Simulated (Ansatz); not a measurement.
# ZrB2: response to strain

ZrB2 is deformed so: zz strain of -2 %. What stress and forces result, by LAPW, PAW and all-electron datasets made for the crystal?

Computed with Ansatz 0.2.0 (DFT LDA, scalar-relativistic, unless a step's input says otherwise).

**1. The starting structure**

The structure is hexagonal, space group P6/mmm (No. 191). Conventional cell: a = 3.165 Å, b = 3.165 Å, c = 3.520 Å, α = 90.00°, β = 90.00°, γ = 120.00°. Zr (site symmetry 6/mmm) has 12 B at 2.54 Å as nearest neighbours. B (site symmetry -6m2) has 3 B at 1.83 Å and 6 Zr at 2.54 Å as nearest neighbours.

Structure file:

```
CELL_PARAMETERS angstrom
3.16500 0.00000 0.00000
-1.58250 2.74097 0.00000
0.00000 0.00000 3.52000
ATOMIC_POSITIONS crystal
Zr 0.00000 0.00000 0.00000
B 0.33333 0.66667 0.50000
B 0.66667 0.33333 0.50000
```

Atoms are numbered in the order of the input: Zr1, B2, B3.

**2. After the deformation**

Space group P6/mmm before, P6/mmm after.

**3. LAPW, all electrons**

Contents of input.yaml:

```yaml
crystal:
  lattice:
    - [3.1649998255, 0.0, 0.0]
    - [-1.5824999128, 2.7409702519, 0.0]
    - [0.0, 0.0, 3.4496]
  atoms:
    - { symbol: Zr, position: [0.0, 0.0, 0.0] }
    - { symbol: B, position: [0.3333333333, 0.6666666667, 0.5] }
    - { symbol: B, position: [0.6666666667, 0.3333333333, 0.5] }
kpoints:
  mp_grid: { grid: [12, 12, 9] }
  band_path:
    path:
      - [0.0, 0.0, 0.0]
      - [0.5, 0.0, 0.0]
      - [0.3333333333, 0.3333333333, 0.0]
      - [0.0, 0.0, 0.0]
      - [0.0, 0.0, 0.5]
      - [0.5, 0.0, 0.5]
      - [0.3333333333, 0.3333333333, 0.5]
      - [0.0, 0.0, 0.5]
      - [0.5, 0.0, 0.5]
    npoints: 5
scf:
  occupations: { method: fermi_dirac, width: 0.05 }
hamiltonian:
  xc: lda
  pseudopotentials: { kind: all_electron, lapw: { basis_error: 0.001 } }
output:
  forces: true
  stress: true
  eigenvalues: true
```

Run with:

```console
> ansatz run input.yaml --threads 1 --pin off --max-ram 6144MiB --backend cpu --events-out ev --progress --plain --runs-dir out
```

**4. PAW with frozen cores**

Contents of input.yaml:

```yaml
crystal:
  lattice:
    - [3.1649998255, 0.0, 0.0]
    - [-1.5824999128, 2.7409702519, 0.0]
    - [0.0, 0.0, 3.4496]
  atoms:
    - { symbol: Zr, position: [0.0, 0.0, 0.0] }
    - { symbol: B, position: [0.3333333333, 0.6666666667, 0.5] }
    - { symbol: B, position: [0.6666666667, 0.3333333333, 0.5] }
kpoints:
  mp_grid: { grid: [12, 12, 9] }
scf:
  occupations: { method: fermi_dirac, width: 0.05 }
hamiltonian:
  xc: lda
  pseudopotentials: { kind: paw }
output:
  forces: true
  stress: true
  eigenvalues: true
  efg: { contact_densities: true }
```

**5. Datasets made for this crystal**

Changes to input.yaml since step 4:

```diff
@@ -15,3 +15,3 @@
   xc: lda
-  pseudopotentials: { kind: paw }
+  pseudopotentials: { kind: all_electron, datasets: crystal }
 output:
```

(Steps that only read results are left out.)

**Question.** What will these runs give? Wanted: pressure; largest shear or deviatoric stress.

The runs gave:

| quantity | value |
| --- | --- |
| pressure | LAPW -2.59, PAW -2.59, crystal datasets -2.59 GPa |
| largest shear or deviatoric stress (LAPW) | 5.42 GPa |

**Reading.** The largest part of the stress beyond the pressure is 5.42 GPa in size, in the zz component; the atoms are carried along and not relaxed. No run of the undeformed cell stands beside it, so the pressure holds what the given cell had before the change. PAW: stress within 0.04 GPa of LAPW. Crystal datasets: stress within 0.01 GPa of LAPW.
